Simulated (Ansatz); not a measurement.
# CH5BSSeSi: basis-set convergence

Aim: see how fast density functionals converge with the basis set for CH5BSSeSi.

Computed with Ansatz 0.2.0, Gaussian basis. Level: one geometry, several basis sets.

Plan: PBE0-D4/def2-SVP; ωB97M-V/def2-SVP; PBE0-D4/def2-QZVPP; ωB97M-V/def2-QZVPP; the functionals' def2-TZVPP values are taken from earlier runs.

### 1 The relaxed structure

All runs share one geometry, relaxed beforehand with PBE0-D4 in a triple-zeta def2 set.

SMILES `BC(=[Se])[SiH2]S`, 10 atoms, charge 0, spin multiplicity 1.

Atoms are counted from 1 here; the program's logs count them from 0.

Bond lengths: B1–C2 1.527 Å, B1–H6 1.196 Å, B1–H7 1.197 Å, C2–Se3 1.783 Å, C2–Si4 1.859 Å, Si4–S5 2.131 Å, Si4–H8 1.482 Å, Si4–H9 1.482 Å, S5–H10 1.344 Å. Angles: C2–B1–H6 119.4°, C2–B1–H7 119.0°, H6–B1–H7 121.0°, B1–C2–Se3 88.4°, B1–C2–Si4 145.6°, Se3–C2–Si4 125.9°, C2–Si4–S5 108.2°, C2–Si4–H8 109.7°, C2–Si4–H9 108.8°, S5–Si4–H8 105.6°, S5–Si4–H9 112.4°, H8–Si4–H9 112.0°, Si4–S5–H10 94.0°.

### 2 PBE0-D4 in def2-SVP

The input, in.yaml:

```yaml
crystal:
  periodic: [false, false, false]
  atoms:
    - {symbol: B, position_ang: [-1.613367, 0.939120, 0.532654]}
    - {symbol: C, position_ang: [-0.367304, 0.508141, -0.236752]}
    - {symbol: Se, position_ang: [-0.037898, 2.228792, -0.568375]}
    - {symbol: Si, position_ang: [0.711802, -0.923142, -0.730684]}
    - {symbol: S, position_ang: [1.603667, -1.722495, 1.031761]}
    - {symbol: H, position_ang: [-1.551048, 1.080579, 1.718831]}
    - {symbol: H, position_ang: [-2.665706, 0.967862, -0.036559]}
    - {symbol: H, position_ang: [-0.126463, -2.014422, -1.282156]}
    - {symbol: H, position_ang: [1.718706, -0.447397, -1.707924]}
    - {symbol: H, position_ang: [2.327612, -0.617028, 1.279214]}
basis:
  gaussian: {orbitals: def2-SVP}
hamiltonian: {xc: pbe0, dispersion: d4}
output: {orbitals: {seedname: orbitals}}
```

Further steps of the session: ωB97M-V in def2-SVP; PBE0-D4 in def2-QZVPP; ωB97M-V in def2-QZVPP.

Q: Predict the results of all the runs planned. Wanted: PBE0-D4: double and triple zeta above quadruple; ωB97M-V: double and triple zeta above quadruple.

**Answer**, as computed:

| quantity | value |
| --- | --- |
| PBE0-D4: double and triple zeta above quadruple | 18.57, 2.07 eV |
| ωB97M-V: double and triple zeta above quadruple | 18.56, 1.98 eV |

For PBE0-D4 the step from double to triple zeta gains 16.50 eV and the next only 2.07 eV. These are total energies; as a rule much of such shifts cancels in differences, which this series doesn't test.
